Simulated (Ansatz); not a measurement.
# Si: properties at the relaxed cell

The task here is to estimate one member of a computed series from the others.

Program: Ansatz 0.2.0. Level of theory: DFT LDA, scalar-relativistic, plane waves, PAW. These are calculated values, not measurements.

1 further run of the same task is left out (set aside as unsound or not needed).

### The structure to begin with

Symmetry: I4/mmm, No. 139, tetragonal system. The conventional cell has a = 6.603 Å, b = 6.603 Å, c = 3.817 Å, α = 90.00°, β = 90.00°, γ = 90.00°. Around Si (site symmetry m2m) lie 4 Si at 2.33 to 2.36 Å.

Structure file:

```cif
data_structure
_symmetry_space_group_name_H-M 'I4/mmm'
_symmetry_Int_Tables_number 139
_cell_length_a 6.6025
_cell_length_b 6.6025
_cell_length_c 3.8167
_cell_angle_alpha 90.000
_cell_angle_beta 90.000
_cell_angle_gamma 90.000
_cell_volume 166.38
loop_
_atom_site_label
_atom_site_type_symbol
_atom_site_symmetry_multiplicity
_atom_site_Wyckoff_symbol
_atom_site_fract_x
_atom_site_fract_y
_atom_site_fract_z
_atom_site_occupancy
Si1 Si 8 h 0.67884 0.67884 0.50000 1
```

It goes back to an entry of the Materials Project, which need not be the stable form.

It is the result of an earlier relaxation at this level (volume 20.80 Å³/atom; gap on the mesh: 0.20 eV).

The first run:

The input, input.yaml:

```yaml
crystal:
  lattice:
    - [-3.2679233979, 3.2679233979, 1.8890872163]
    - [3.2679233979, -3.2679233979, 1.8890872163]
    - [3.2679233979, 3.2679233979, -1.8890872163]
  atoms:
    - { symbol: Si, position: [0.1788433299, 0.1788433299, 0.3576866599] }
    - { symbol: Si, position: [0.8211566701, 0.8211566701, 0.6423133401] }
    - { symbol: Si, position: [0.1788433299, 0.8211566701, 0.0] }
    - { symbol: Si, position: [0.8211566701, 0.1788433299, 0.0] }
basis:
  ecutwfc: 420
kpoints:
  mp_grid: { grid: [10, 10, 10] }
hamiltonian:
  xc: lda
scf:
  occupations: { method: gaussian, width: 0.01 }
output:
  forces: true
  stress: true
  eigenvalues: true
relax:
  adjacent_minimum: "off"
  f_tol: 0.01
  max_steps: 30
  cell: { stress_tol: 0.1, fix: [volume] }
```

The run is started by

```sh
$ ansatz run input.yaml --threads 1 --pin off --max-ram 2560MiB --backend cpu --events-out ev --progress --plain --runs-dir out
```

Steps of the session up to this table: Point at V/V0 = 0.97; The cell scaled to 1.03 of its volume; The cell scaled to 0.94 of its volume; Point at V/V0 = 1.06; The cell scaled to 0.91 of its volume; Point at V/V0 = 1.10; Volume × 0.88.

One table of the session follows, with a row left open; its other results are not shown here.

It belongs to the step «Equation of state». 

```
volume (Å³/atom)  energy above the lowest point (meV/atom)  pressure (GPa)  gap on the mesh (eV)
          18.302                                     102.0           14.50                  0.00
          18.926                                      54.5           10.01                  0.00
          19.550                                      23.0            6.19                  0.00
          20.174                                       5.5            2.88                  0.11
          20.798                                       0.0            0.02                  0.20
          21.422                                       4.8           -2.42                  0.29
          22.046                                         ?               ?                     ?
          22.878                                      48.1           -6.83                  0.32
```

Q: Estimate the row for volume (Å³/atom) = 22.046 from the others.

Worked estimate for «energy above the lowest point (meV/atom)». A straight line through the neighbours (21.422, 4.8) and (22.878, 48.1) gives 4.8 + (48.1 − 4.8) × (22.046 − 21.422) / (22.878 − 21.422) = 23.4; a parabola fitted to 3 rows on both sides gives 17.9.

As computed: energy above the lowest point (meV/atom): 18.4; pressure (GPa): -4.51; gap on the mesh (eV): 0.33. In «energy above the lowest point (meV/atom)» the line misses by +5.0 and the parabola by -0.5.
